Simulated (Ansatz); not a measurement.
# BH₇SiSn: small, medium and large basis sets

The task here is to estimate one member of a computed series from the others.

Computed with Ansatz 0.2.0, Gaussian basis. Level: one geometry, several basis sets.

Plan: PBE0-D4/def2-SVP; ωB97M-V/def2-SVP; PBE0-D4/def2-QZVPP; ωB97M-V/def2-QZVPP; the functionals' def2-TZVPP values are taken from earlier runs.

1 further run of the same task is left out (for a known fault of the program).

## The geometry

An earlier PBE0-D4 in a triple-zeta def2 set relaxation fixed the geometry. Sn takes the def2 core potential; no spin-orbit term is included.

10 atoms, charge 0, spin multiplicity 1.

Atoms are counted from 1 here; the program's logs count them from 0.

Bond lengths: B1–Sn2 2.234 Å, B1–H4 1.194 Å, B1–H5 1.194 Å, Sn2–Si3 2.574 Å, Sn2–H6 1.711 Å, Sn2–H7 1.711 Å, Si3–H8 1.487 Å, Si3–H9 1.487 Å, Si3–H10 1.487 Å. Angles: Sn2–B1–H4 120.6°, Sn2–B1–H5 120.7°, H4–B1–H5 118.6°, B1–Sn2–Si3 108.3°, B1–Sn2–H6 113.0°, B1–Sn2–H7 113.0°, Si3–Sn2–H6 107.4°, Si3–Sn2–H7 107.5°, H6–Sn2–H7 107.3°, Sn2–Si3–H8 110.2°, Sn2–Si3–H9 110.4°, Sn2–Si3–H10 110.2°, H8–Si3–H9 108.7°, H8–Si3–H10 108.5°, H9–Si3–H10 108.7°.

The first run:

File in.yaml:

```yaml
crystal:
  periodic: [false, false, false]
  atoms:
    - {symbol: B, position_ang: [-1.717096, 0.656977, -1.153745]}
    - {symbol: Sn, position_ang: [0.300545, 0.942321, -0.237474]}
    - {symbol: Si, position_ang: [0.948650, -1.229684, 0.981652]}
    - {symbol: H, position_ang: [-2.707462, 0.895202, -0.530724]}
    - {symbol: H, position_ang: [-1.828290, 0.206660, -2.253998]}
    - {symbol: H, position_ang: [0.339022, 2.207710, 0.913612]}
    - {symbol: H, position_ang: [1.520333, 1.268073, -1.392271]}
    - {symbol: H, position_ang: [0.976872, -2.368106, 0.024829]}
    - {symbol: H, position_ang: [2.292711, -1.095091, 1.603087]}
    - {symbol: H, position_ang: [-0.042184, -1.535262, 2.048033]}
basis:
  gaussian: {orbitals: def2-SVP}
hamiltonian: {xc: pbe0, dispersion: d4}
output: {orbitals: {seedname: orbitals}}
```

Started as:

```
$ ansatz run in.yaml --threads 2 --pin off --events-out ev --progress --plain --max-ram 4352MiB
```

Steps of the session up to this table: PBE0-D4 in def2-SVP; ωB97M-V in def2-SVP; PBE0-D4 in def2-QZVPP; ωB97M-V in def2-QZVPP.

One of the session's tables, all rows but one given; the rest of the session is left out.

It belongs to the step «Functionals by basis». 

| functional | basis | HOMO (eV) | LUMO (eV) |
| --- | --- | --- | --- |
| PBE0-D4 | def2-SVP | -7.60 | -2.50 |
| PBE0-D4 | def2-TZVPP | ? | ? |
| PBE0-D4 | def2-QZVPP | -7.59 | -2.57 |
| ωB97M-V | def2-SVP | -9.53 | -0.51 |
| ωB97M-V | def2-TZVPP | -9.56 | -0.68 |
| ωB97M-V | def2-QZVPP | -9.56 | -0.72 |

**Question.** Estimate the row for PBE0-D4, def2-TZVPP.

**Answer.** HOMO (eV): -7.59; LUMO (eV): -2.56.
